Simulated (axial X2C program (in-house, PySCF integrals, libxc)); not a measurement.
# A two-component session on InS: EOM-EA-CCSD levels

Aim: EOM-EA-CCSD levels of InS, with spin–orbit coupling in the Hamiltonian from the start.

Method: two-component X2C with atomic mean-field terms, In dyall-acv3z, S dyall-av3z; program: an in-house X2C program for linear molecules on PySCF integrals.

All values are calculated.

## (1) Input

task.json reads:

```json
{"zs": [49, 16], "q": 0, "bas": ["dyall-acv3z", "dyall-av3z"], "r0": 2.3, "eom": "ea", "thr": -2.0, "nmax": 92, "grid": [1, 0.96, 1.045, 0.92, 1.09, 1.15]}
```

Keys: zs atomic numbers; q charge; bas basis sets; r0 starting distance in Å; eom kind of EOM run; thr threshold in hartree for freezing inner shells (an s shell follows its p shell); nmax most natural virtual spinors; grid distances as factors.

Launch:

```console
$ python soeom.py task.json out
```

Nuclei are Gaussian, cores are contracted, and the Gaunt term is on.

## (2) EOM-EA-CCSD at 2.283 Å

Reference: the closed shell InS⁺; 18 electrons correlated, 84 virtual spinors; roots sought by Ω: 1/2: 5, 3/2: 4, 5/2: 2, 7/2: 1.

Output:

```text
two-component X2C + atomic mean field  HF
basis functions 207  fitting functions 1065  grid points 5080
iter        total energy     max residual
   1      -6274.085231968     1.86e-01
   2      -6274.113087105     4.47e-03
   3      -6274.113957120     1.30e-03
   4      -6274.114097607     7.21e-04
   5      -6274.114156448     3.56e-04
   6      -6274.114197124     2.48e-04
   7      -6274.114226221     2.65e-04
   8      -6274.114247922     2.84e-04
   9      -6274.114235981     2.74e-04
  10      -6274.114130110     1.48e-04
  11      -6274.114093981     5.18e-05
  12      -6274.114090048     2.59e-05
  13      -6274.114089615     1.05e-05
  14      -6274.114089614     8.75e-06
  15      -6274.114089619     6.92e-06
  16      -6274.114089621     1.36e-06
  17      -6274.114089621     3.46e-07
converged
one-electron -8982.68994246  Coulomb 2713.70380211  exact exchange -183.51501832  xc functional 0.00000000  nuclear repulsion 181.72358010  atomic mean-field constant -3.33651105
correlated 18  virtual 292  natural virtual 84  E(MP2) -0.650274142  MP2 remainder -0.141977604
iter   CCSD correlation   residual
   1     -0.480639511   1.64e-01
   2     -0.492233297   8.48e-02
   3     -0.497325488   4.08e-02
   4     -0.497179217   1.82e-02
   5     -0.497375117   8.69e-03
   6     -0.497425671   4.47e-03
   7     -0.497418152   3.89e-03
   8     -0.497382820   3.97e-03
   9     -0.497442625   3.87e-03
  10     -0.497315994   2.84e-03
  11     -0.497366772   1.39e-03
  12     -0.497384332   6.45e-04
  13     -0.497385795   2.76e-04
  14     -0.497383503   1.65e-04
  15     -0.497382916   9.07e-05
  16     -0.497382914   4.77e-05
  17     -0.497383140   1.89e-05
  18     -0.497383140   8.55e-06
(T) -0.014434880  T1 0.0356  D1 0.0743  max T2 0.137
EOM-EA-CCSD roots
2*Omega      energy/Eh   energy/eV  one-particle weight
    1      -0.33143683     -9.0189      0.949
    1      -0.20975341     -5.7077      0.001
    1      -0.20200594     -5.4969      0.793
    1      -0.13173474     -3.5847      0.635
    1      -0.11664135     -3.1740      0.000
    3      -0.21142318     -5.7531      0.001
    3      -0.19553090     -5.3207      0.923
    3      -0.11700735     -3.1839      0.000
    3      -0.10686822     -2.9080      0.000
    5      -0.10526990     -2.8645      0.000
    5      -0.07661279     -2.0847      0.005
    7      -0.10322379     -2.8089      0.000
```

T1 in the output is the amplitude norm over the root of the electron number; divide by √2 for the Lee–Taylor value.

```csv
Ω,binding energy (eV),above lowest (cm⁻¹),spinor,weight
1/2,9.019,0,"40% S pσ, 36% In pσ, 19% In sσ",0.95
1/2,5.497,28410,"72% In pπ, 9% S dπ, 8% In dπ",0.79
3/2,5.321,29830,"72% In pπ, 9% S dπ, 9% In dπ",0.92
1/2,3.585,43830,"48% In pσ, 28% In dσ, 10% S pσ",0.64
```

It took 32 s on 1 thread of Arm Neoverse V2, shared host; peak memory 1.1 GiB.

## (3) EOM-EA-CCSD at 2.192 Å

```csv
Ω,binding energy (eV),above lowest (cm⁻¹),spinor,weight
1/2,8.982,0,"37% In pσ, 35% S pσ, 21% In sσ",0.95
3/2,5.208,30440,"69% In pπ, 10% In dπ, 10% S dπ",0.65
```

Run time: 31 s. Hardware: 1 thread of Arm Neoverse V2, shared host; peak memory 1.1 GiB.

## (4) EOM-EA-CCSD at 2.386 Å

```csv
Ω,binding energy (eV),above lowest (cm⁻¹),spinor,weight
1/2,9.035,0,"45% S pσ, 33% In pσ, 16% In sσ",0.94
1/2,5.593,27770,"76% In pπ, 8% S dπ, 7% In dπ",0.93
3/2,5.408,29260,"76% In pπ, 8% S dπ, 7% In dπ",0.95
1/2,3.725,42830,"50% In pσ, 25% In dσ, 11% S pσ",0.72
```

It took 32 s on 1 thread of Arm Neoverse V2, shared host; peak memory 1.1 GiB.

## (5) EOM-EA-CCSD at 2.100 Å

```csv
Ω,binding energy (eV),above lowest (cm⁻¹),spinor,weight
1/2,8.899,0,"38% In pσ, 31% S pσ, 23% In sσ",0.94
1/2,5.272,29250,"65% In pπ, 13% In dπ, 11% S dπ",0.91
3/2,5.116,30510,"65% In pπ, 13% In dπ, 11% S dπ",0.86
1/2,3.183,46100,"49% In pσ, 30% In dσ, 8% S sσ",0.65
1/2,2.717,49860,"80% In sσ, 13% In pσ",0.96
5/2,1.454,60050,95% In dδ,0.95
```

Wall time 33 s (1 thread of Arm Neoverse V2, shared host); peak memory 1.1 GiB.

## (6) EOM-EA-CCSD at 2.489 Å

```csv
Ω,binding energy (eV),above lowest (cm⁻¹),spinor,weight
1/2,9.026,0,"50% S pσ, 31% In pσ, 14% In sσ",0.94
1/2,5.657,27170,"80% In pπ, 7% S dπ",0.95
3/2,5.468,28690,"80% In pπ, 7% S dπ",0.95
1/2,3.865,41620,"52% In pσ, 21% In dσ, 12% S pσ",0.78
```

Run time: 34 s. Hardware: 1 thread of Arm Neoverse V2, shared host; peak memory 1.1 GiB.

## (7) EOM-EA-CCSD at 2.625 Å

```csv
Ω,binding energy (eV),above lowest (cm⁻¹),spinor,weight
1/2,8.964,0,"57% S pσ, 29% In pσ, 11% In sσ",0.93
1/2,5.704,26290,"83% In pπ, 6% S dπ",0.95
3/2,5.513,27830,"83% In pπ, 6% S dπ",0.95
1/2,4.087,39330,"56% In pσ, 17% In dσ, 12% S pσ",0.78
```

Wall time 39 s (1 thread of Arm Neoverse V2, shared host); peak memory 1.1 GiB.

## (8) Summary of results

| quantity | value |
| --- | --- |
| lowest root at 2.283 Å | Ω = 1/2, 9.019 eV |
| next root led by one particle | Ω = 1/2, about 28410 cm⁻¹ higher |
| T1 of the reference | 0.025 |

In words: The added electron is bound by 9.02 eV in a spinor of 40% S pσ, 36% In pσ, 19% In sσ. Errors of 0.1 to 0.3 eV are usual at this size, and roots led by higher excitations are left out, so the list is incomplete, and low states of that kind can be missing. T1 or the largest double amplitude of the reference is raised, which lowers the reliability.
